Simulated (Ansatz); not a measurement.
I need vertical and adiabatic energies of changing the electron count of FHIIn, SMILES [F][InH][I]. Use the Python package of Ansatz (0.2.0). Settings (for the species named): CAM-B3LYP, def2-SVP basis, multiplicity 1.

`fhiin.xyz`
```text
4

F    -1.52160   -0.09960    0.98840
In   -0.19020    0.07390   -0.55730
I     2.00580   -1.49560    0.87840
H    -0.23860    1.46100   -1.32990
```

`adiabatic.py`
```python
# -*- coding: utf-8 -*-
"""Vertical and adiabatic ionisation of FHIIn."""

import itertools
import warnings

import ansatz as az
from ase.data import atomic_numbers, covalent_radii
import numpy as np

warnings.simplefilter("ignore", az.DeckWarning)

geometry = az.Crystal.molecule_from_extxyz("fhiin.xyz")

model = (
    geometry.calculation()
    .basis(gaussian="def2-SVP")
    .functional("cam_b3lyp")
)
symbols = [site.symbol for site in geometry.cartesian_sites]
start = np.array([site.position_ang for site in geometry.cartesian_sites], dtype=float)
report = model.relax(force_tolerance=0.01, max_steps=100).run(threads=1, backend="cpu").report
end = np.array(report["positions_ang"])

minimum = az.Crystal.molecule()
for symbol, place in zip(symbols, end):
    minimum = minimum.atom(symbol, place.tolist())
ion = (
    minimum.calculation()
    .basis(gaussian="def2-SVP")  # the orbital basis, by name
    .functional("cam_b3lyp")
    .charge(1)  # electrons removed from the neutral system
    .spin("collinear", total=1)
)
vertical = ion.run(threads=1, backend="cpu").report
settled = ion.relax(force_tolerance=0.01, max_steps=80).run(threads=1, backend="cpu").report
print(f"vertical ionisation energy   {vertical['free_energy_ev'] - report['free_energy_ev']:.3f} eV")
print(f"adiabatic, no zero point     {settled['free_energy_ev'] - report['free_energy_ev']:.3f} eV")
print(f"relaxation energy of the ion {vertical['free_energy_ev'] - settled['free_energy_ev']:.3f} eV")
ionised = np.array(settled["positions_ang"])
# pairs closer than 1.2 times the sum of covalent radii, before or after
radius = [covalent_radii[atomic_numbers[s]] for s in symbols]
span = lambda where, i, j: np.linalg.norm(where[i] - where[j])
bonded = [(i, j) for i, j in itertools.combinations(range(len(symbols)), 2) if min(span(end, i, j), span(ionised, i, j)) < 1.2 * (radius[i] + radius[j])]
print("pair        before    after (A)")
for i, j in bonded:
    print(f"{symbols[i]}{i}-{symbols[j]}{j}".ljust(10), f"{span(end, i, j):8.4f} {span(ionised, i, j):8.4f}")
for first, second in list(itertools.combinations(bonded, 2)):
    shared = set(first) & set(second)
    if shared and symbols[(j := shared.pop())] != "H":
        i, k = sorted((set(first) | set(second)) - {j})
        u, v = ionised[i] - ionised[j], ionised[k] - ionised[j]
        angle = np.degrees(np.arccos(np.clip(u @ v / np.linalg.norm(u) / np.linalg.norm(v), -1, 1)))
        print(f"final angle {symbols[i]}{i}-{symbols[j]}{j}-{symbols[k]}{k}: {angle:.2f} deg")
```

Output of `python adiabatic.py`:
```text
vertical ionisation energy   10.143 eV
adiabatic, no zero point     9.684 eV
relaxation energy of the ion 0.458 eV
pair        before    after (A)
F0-In1       1.9495   1.9050
In1-I2       2.6514   2.9444
In1-H3       1.7011   1.6639
final angle F0-In1-I2: 88.38 deg
final angle F0-In1-H3: 155.47 deg
final angle I2-In1-H3: 116.15 deg
```

Caveats:
- The energies are electronic: no zero-point or thermal terms, and the basis set is short of its limit. The product may relax into another structure. The relaxation finds the nearest minimum, so the adiabatic value is an upper bound.
- def2 sets replace the cores of elements past krypton by effective core potentials.
- The whole script took 110 s on 1 thread of Arm Neoverse V1, on a shared host, peak memory 0.35 GiB.

(A comment or docstring line of the script was reworded after the run, the code is as it ran; lines on the test bed's own set-up are left out of the output.)
